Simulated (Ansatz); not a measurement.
# AlBH₄Te (SMILES [BH2][AlH][TeH]): one structure at several levels

The task here is to estimate one member of a computed series from the others.

Method: single points in def2-TZVPP; program: Ansatz 0.2.0, Gaussian basis.

Correlated methods freeze the cores. Filled d shells of the heavier atoms are correlated. Core potentials replace the inner electrons past krypton, and spin-orbit coupling is left out.

## The starting structure

SMILES `[BH2][AlH][TeH]`, 7 atoms, charge 0, spin multiplicity 1.

Atoms are counted from 1 here; the program's logs count them from 0.

Bond lengths: B1–Al2 1.996 Å, B1–H4 1.220 Å, B1–H5 1.208 Å, Al2–Te3 2.603 Å, Al2–H6 1.542 Å, Te3–H7 1.669 Å. Angles: Al2–B1–H4 119.4°, Al2–B1–H5 118.6°, H4–B1–H5 115.6°, B1–Al2–Te3 105.4°, B1–Al2–H6 139.4°, Te3–Al2–H6 115.2°, Al2–Te3–H7 79.3°.

Geometry (Å):

```
B    -0.9719    0.3152   -1.0397
Al   -0.1730    0.5237    0.7772
Te    1.1706   -1.6666    1.1955
H    -1.9262   -0.4297   -1.1930
H    -0.2597    0.4561   -2.0049
H    -0.1485    1.5406    1.9363
H     2.3021   -0.7631    0.3662
```

The first run:

Contents of run/in.yaml:

```yaml
crystal:
  periodic: [false, false, false]
  atoms:
    - {symbol: B, position_ang: [-0.971900, 0.315200, -1.039700]}
    - {symbol: Al, position_ang: [-0.173000, 0.523700, 0.777200]}
    - {symbol: Te, position_ang: [1.170600, -1.666600, 1.195500]}
    - {symbol: H, position_ang: [-1.926200, -0.429700, -1.193000]}
    - {symbol: H, position_ang: [-0.259700, 0.456100, -2.004900]}
    - {symbol: H, position_ang: [-0.148500, 1.540600, 1.936300]}
    - {symbol: H, position_ang: [2.302100, -0.763100, 0.366200]}
basis:
  gaussian: {orbitals: def2-TZVPP}
correlation: {method: ccsd_t}
output: {forces: true}
```

No record of the launch command was kept for these runs.

Among the steps run: CCSD(T)/def2-TZVPP; PBE0-D4/def2-TZVPP; wB97M-V/def2-TZVPP; r2SCAN-D4/def2-TZVPP; PBE-D4/def2-TZVPP; wB97X-V/def2-TZVPP; r2SCANh-D4/def2-TZVPP.

One of the session's tables, all rows but one given; the rest of the session is left out.

```
    method  RMS force component (eV/Å)  angle to CCSD(T) forces (°)  dipole (D)
   CCSD(T)                       0.510                    reference        1.47
   PBE0-D4                       0.456                          8.0        1.25
   wB97M-V                       0.495                          7.5        1.64
 r2SCAN-D4                           ?                            ?           ?
    PBE-D4                       0.401                         21.6        0.83
   wB97X-V                       0.502                          4.1        1.68
r2SCANh-D4                       0.459                          8.1        1.22
```

Estimate the missing values for r2SCAN-D4.

As computed: RMS force component (eV/Å): 0.439; angle to CCSD(T) forces (°): 10.2; dipole (D): 1.10. In the column «RMS force component (eV/Å)» it lies between PBE-D4 (0.401) and PBE0-D4 (0.456).
